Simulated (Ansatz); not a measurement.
# CH₃BFNO: small, medium and large basis sets

Aim: see how fast density functionals converge with the basis set for CH₃BFNO.

The runs use Ansatz 0.2.0, Gaussian basis; one geometry, several basis sets.

Levels to be run: PBE0-D4/def2-SVP; ωB97M-V/def2-SVP; PBE0-D4/def2-QZVPP; ωB97M-V/def2-QZVPP; the functionals' def2-TZVPP values are taken from earlier runs.

## (1) The relaxed structure

An earlier PBE0-D4 in a triple-zeta def2 set relaxation fixed the geometry.

8 atoms, charge 0, spin multiplicity 1.

Atoms are counted from 1 here; the program's logs count them from 0.

Bond lengths: O1–C2 1.366 Å, O1–H6 0.965 Å, C2–F3 1.380 Å, C2–B4 1.539 Å, C2–N5 1.418 Å, B4–N5 1.362 Å, B4–H7 1.182 Å, N5–H8 1.008 Å. Angles: C2–O1–H6 108.6°, O1–C2–F3 108.8°, O1–C2–B4 125.8°, O1–C2–N5 120.7°, F3–C2–B4 122.1°, F3–C2–N5 113.7°, B4–C2–N5 54.7°, C2–B4–N5 58.2°, C2–B4–H7 157.9°, N5–B4–H7 144.0°, C2–N5–B4 67.2°, C2–N5–H8 137.9°, B4–N5–H8 154.9°.

## (2) PBE0-D4 in def2-SVP

The input, in.yaml:

```yaml
crystal:
  periodic: [false, false, false]
  atoms:
    - {symbol: O, position_ang: [0.033888, 1.390710, 0.753994]}
    - {symbol: C, position_ang: [0.378583, 0.245219, 0.095235]}
    - {symbol: F, position_ang: [1.509268, 0.489522, -0.658085]}
    - {symbol: B, position_ang: [-0.057012, -1.180217, 0.478477]}
    - {symbol: N, position_ang: [-0.602151, -0.523370, -0.582662]}
    - {symbol: H, position_ang: [0.121475, 2.134061, 0.144941]}
    - {symbol: H, position_ang: [-0.076632, -2.192089, 1.088801]}
    - {symbol: H, position_ang: [-1.215316, -0.420835, -1.376402]}
basis:
  gaussian: {orbitals: def2-SVP}
hamiltonian: {xc: pbe0, dispersion: d4}
output: {orbitals: {seedname: orbitals}}
```

Run with:

```sh
> ansatz run in.yaml --threads 2 --pin off --events-out ev --progress --plain --max-ram 4352MiB
```

The runs that follow: ωB97M-V in def2-SVP; PBE0-D4 in def2-QZVPP; ωB97M-V in def2-QZVPP.

Before running them: what should the planned runs give, taken together? Wanted: PBE0-D4: double and triple zeta above quadruple; ωB97M-V: double and triple zeta above quadruple.

The runs gave:

| quantity | value |
| --- | --- |
| PBE0-D4: double and triple zeta above quadruple | 9.81, 0.44 eV |
| ωB97M-V: double and triple zeta above quadruple | 10.02, 0.41 eV |

PBE0-D4 gains 9.37 eV from double to triple zeta, then 0.44 eV more. These are total energies; as a rule much of such shifts cancels in differences, which this series doesn't test. The LUMO of ωB97M-V is positive and keeps falling with the basis (2.15 to 1.42 eV): an unbound level that the basis holds in place.
